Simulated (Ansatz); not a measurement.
# H4CO: the cost of one run

Program: Ansatz 0.2.0. Level of theory: DFT LDA, plane waves, PAW, scalar-relativistic, no spin polarisation. These are calculated values, not measurements.

## (1) The starting structure

The cell holds 36 atoms (C6H24O6): a = 7.126 Å, b = 7.126 Å, c = 7.126 Å, α = 90.00°, β = 90.00°, γ = 90.00°.

The coordinates stand in the first input below.

## (2) Relaxing the start

input.yaml reads:

```yaml
accuracy: low
crystal:
  lattice:
    - [7.125623, 0.0, 0.0]
    - [0.0, 7.125623, 0.0]
    - [0.0, 0.0, 7.125623]
  atoms:
    - { symbol: C, position: [0.7603351, 0.0640151, 0.0970982] }
    - { symbol: O, position: [0.8506846, 0.0884163, 0.273504] }
    - { symbol: H, position: [0.7055897, -0.0787513, 0.0963684] }
    - { symbol: H, position: [0.9003833, 0.2151111, 0.2765809] }
    - { symbol: H, position: [0.6428325, 0.1615173, 0.0777066] }
    - { symbol: H, position: [0.8577522, 0.0796086, -0.0210386] }
    - { symbol: C, position: [0.7965549, 0.5702096, 0.7198441] }
    - { symbol: O, position: [0.8232429, 0.7534728, 0.7945425] }
    - { symbol: H, position: [0.8329575, 0.5786416, 0.5715756] }
    - { symbol: H, position: [0.7913918, 0.7485354, 0.9268002] }
    - { symbol: H, position: [0.8879557, 0.4660105, 0.7867619] }
    - { symbol: H, position: [0.6505337, 0.5230237, 0.7317127] }
    - { symbol: C, position: [0.3816204, 0.5694731, 0.995162] }
    - { symbol: O, position: [0.3821391, 0.3923006, 0.9030367] }
    - { symbol: H, position: [0.2392727, 0.5904629, 1.0468955] }
    - { symbol: H, position: [0.5081343, 0.3712814, 0.8559792] }
    - { symbol: H, position: [0.4782098, 0.5732766, 1.114935] }
    - { symbol: H, position: [0.4164498, 0.6850362, 0.8996547] }
    - { symbol: C, position: [0.125449, 0.8705421, 0.4369916] }
    - { symbol: O, position: [0.0596859, 0.9937194, 0.5797502] }
    - { symbol: H, position: [0.2765733, 0.8920433, 0.4281047] }
    - { symbol: H, position: [-0.0749762, 0.9763868, 0.5895831] }
    - { symbol: H, position: [0.0990139, 0.7227109, 0.4707065] }
    - { symbol: H, position: [0.0634531, 0.9019588, 0.2996634] }
    - { symbol: C, position: [0.1152076, 0.3445765, 0.5024242] }
    - { symbol: O, position: [0.1704133, 0.3929415, 0.3167077] }
    - { symbol: H, position: [0.1280204, 0.4722583, 0.5855687] }
    - { symbol: H, position: [0.1598338, 0.2806004, 0.2405596] }
    - { symbol: H, position: [-0.0307707, 0.2962685, 0.5092231] }
    - { symbol: H, position: [0.2060697, 0.2367499, 0.5641257] }
    - { symbol: C, position: [0.5123603, 1.0163592, 0.6883022] }
    - { symbol: O, position: [0.4653022, 0.8241517, 0.6614828] }
    - { symbol: H, position: [0.4070667, 1.0734, 0.783378] }
    - { symbol: H, position: [0.5578462, 0.7710177, 0.5769642] }
    - { symbol: H, position: [0.6510458, 1.0340775, 0.7526601] }
    - { symbol: H, position: [0.5080522, 1.0964006, 0.5569082] }
basis:
  ecutwfc: 420.0
kpoints:
  mp_grid: { grid: [1, 1, 1] }
hamiltonian:
  xc: lda
scf:
  occupations: { method: fermi_dirac, width: 0.05 }
  lower_state_search: "off"
relax:
  f_tol: 0.3
  max_steps: 15
  adjacent_minimum: "off"
```

On the command line:

```bash
> ansatz run input.yaml --threads 1 --pin off --max-ram 3072MiB --backend cpu --events-out ev --progress --plain --runs-dir out
```

Q: Estimate wall time and peak memory on 1 thread of Arm Neoverse V1, shared host.

About 30 s, with a peak of 0.35 GiB.
